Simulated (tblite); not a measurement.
# C6H10BN: the cost of one run

The runs use tblite 0.8.0 and PySCF 2.14.0, with density-fitted response routines of our own; the level of theory stands in each step. All values are computed, except where a source is named. Atoms count from 0, in the outputs and in this text.

### Step 1. The starting structure

18 atoms, charge 0, multiplicity 1; geometry from: force field or distance geometry start.

Bonds of the start (Å): C0–C1 1.21, C1–B2 1.54, B2–N3 1.52, N3–C4 1.45, C4–C5 1.53, C5–C6 1.52, C6–C7 1.52, C7–N3 1.46, C0–H8 1.07, B2–H9 1.19, C4–H10 1.12, C4–H11 1.09, C5–H12 1.11, C5–H13 1.10, C6–H14 1.11, C6–H15 1.11, C7–H16 1.09, C7–H17 1.10.

### Step 2. Relaxing the molecule with GFN2-xTB

Job settings and geometry (Å):

```
{"job": {"kind": "relax", "xc": "GFN2-xTB", "basis": "xTB"}, "charge": 0, "multiplicity": 1}
C      3.348700     0.210500    -0.842600
C      2.469600    -0.236500    -0.146100
B      1.381800    -0.805800     0.776500
N     -0.019600    -0.276400     0.522600
C     -0.620000    -1.076200    -0.522800
C     -1.961300    -0.339300    -0.629900
C     -1.492800     1.100100    -0.488300
C     -0.008400     1.018700    -0.154700
H      4.120100     0.609700    -1.472500
H      1.446900    -1.927800     1.160200
H     -0.071100    -0.975100    -1.499000
H     -0.831500    -2.112900    -0.253300
H     -2.582500    -0.659900     0.233700
H     -2.418600    -0.447100    -1.622400
H     -1.681800     1.695700    -1.405600
H     -1.999700     1.527000     0.406600
H      0.343600     1.839900     0.471900
H      0.567600     0.861800    -1.075500
```

Launch:

```bash
OMP_NUM_THREADS=1 python probes_run.py task.json out
```

The driver reads the jobs from task.json and runs them one after another.

**Question.** How long does this first job take on 1 thread of Arm Neoverse N1, shared host?

About 1.6 s.
